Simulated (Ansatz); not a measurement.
# ZnS: the cost of one run

Program: Ansatz 0.2.0. Level of theory: DFT LDA, scalar-relativistic, plane waves, PAW. These are calculated values, not measurements.

2 further runs of the same task are left out: 2 set aside as unsound or not needed.

### 1 The system as given

The structure is cubic, space group F-43m (No. 216). The conventional cell has a = 5.297 Å, b = 5.297 Å, c = 5.297 Å, α = 90.00°, β = 90.00°, γ = 90.00°. Around Zn (site symmetry -43m) lie 4 S at 2.29 Å. S (site symmetry -43m) has 4 Zn at 2.29 Å as nearest neighbours.

Coordinates:

```xyz
2
Lattice="0.0000 2.6483 2.6483 2.6483 0.0000 2.6483 2.6483 2.6483 0.0000" Properties=species:S:1:pos:R:3 pbc="T T T"
Zn    0.0000    0.0000    0.0000
S     3.9725    3.9725    3.9725
```

It is the result of an earlier relaxation at this level (volume 18.57 Å³/atom; gap on the mesh: 2.13 eV).

### 2 Relaxing at 30 GPa

What is minimised here is the enthalpy; the energy can go up as the cell is squeezed.

Input file input.yaml:

```yaml
crystal:
  lattice:
    - [0.0, 2.648344703, 2.648344703]
    - [2.648344703, 0.0, 2.648344703]
    - [2.648344703, 2.648344703, 0.0]
  atoms:
    - { symbol: Zn, position: [0.0, 0.0, 0.0] }
    - { symbol: S, position: [0.75, 0.75, 0.75] }
basis:
  ecutwfc: 420
kpoints:
  mp_grid: { grid: [10, 10, 10] }
hamiltonian:
  xc: lda
scf:
  occupations: { method: fixed }
output:
  forces: true
  stress: true
  eigenvalues: true
  write_density: true
  write_potential: true
  elf: true
  volumetric_format: npy
relax:
  adjacent_minimum: "off"
  f_tol: 0.001
  max_steps: 60
  cell: { stress_tol: 0.02, p_target: 30.0 }
```

Started as:

```
$ ansatz run input.yaml --threads 1 --pin off --max-ram 3072MiB --backend cpu --events-out ev --progress --plain --runs-dir out
```

What time and memory should one allow on 1 thread of Arm Neoverse V2, shared host?

About 18 s, with a peak of 0.31 GiB.
